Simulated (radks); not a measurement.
**Taking charge from the 3d level of I⁺ in fractions**

One table from this session's results is given with a row withheld; the runs are named, their logs left out.

Method: scalar-relativistic Kohn-Sham, LDA (Slater exchange, Perdew-Wang correlation), spin-unpolarised, spherical densities, finite nucleus. Code: radks (a radial shooting solver on a logarithmic mesh, Libxc functionals) version 1.

## What is computed

| Property | Result |
| --- | --- |
| element | iodine (Z = 53) |
| charge | +1 |
| electrons | 52 |
| configuration | [Kr] 4d10 5s2 5p4 |
| nuclear rms radius | 4.75 fm |

The outer shells:

I⁺
```
[Kr] core
4d [↑↓][↑↓][↑↓][↑↓][↑↓]
5s [↑↓]
5p [↑↓][↑ ][↑ ]
```

Set-up of the first run:

Input:

```text
Z 53
configuration [Kr] 4d10 5s2 5p4
relativity scalar-relativistic
functional lda,pw
spin unpolarised
nucleus finite rms 4.75 fm
c 137.035999084
```

Among the steps run: Start: [Kr] 4d10 5s2 5p4.

One table of the session follows, with a row left open; its other results are not shown here.

It belongs to the step «Start: [Kr] 4d10 5s2 5p4». From the orbitals of this run (lengths in bohr):

| level | <r> | outermost maximum (interpolated) | 90 % within | nodes |
| --- | --- | --- | --- | --- |
| 3s | 0.3146 | 0.286 | 0.462 | 2 |
| 3p | 0.3125 | 0.280 | 0.469 | 1 |
| 3d | 0.2888 | 0.232 | 0.454 | 0 |
| 4s | 0.7401 | 0.680 | 1.07 | 3 |
| 4p | 0.7922 | 0.715 | 1.16 | 2 |
| 4d | 0.9212 | 0.778 | 1.41 | 1 |
| 5s | 1.915 | 1.68 | 2.79 | 4 |
| 5p | ? | ? | ? | ? |

Q: Estimate the row for 5p from the others.

As computed: <r>: 2.318; outermost maximum (interpolated): 1.97; 90 % within: 3.43; nodes: 3. In the column «<r>» it is the highest.
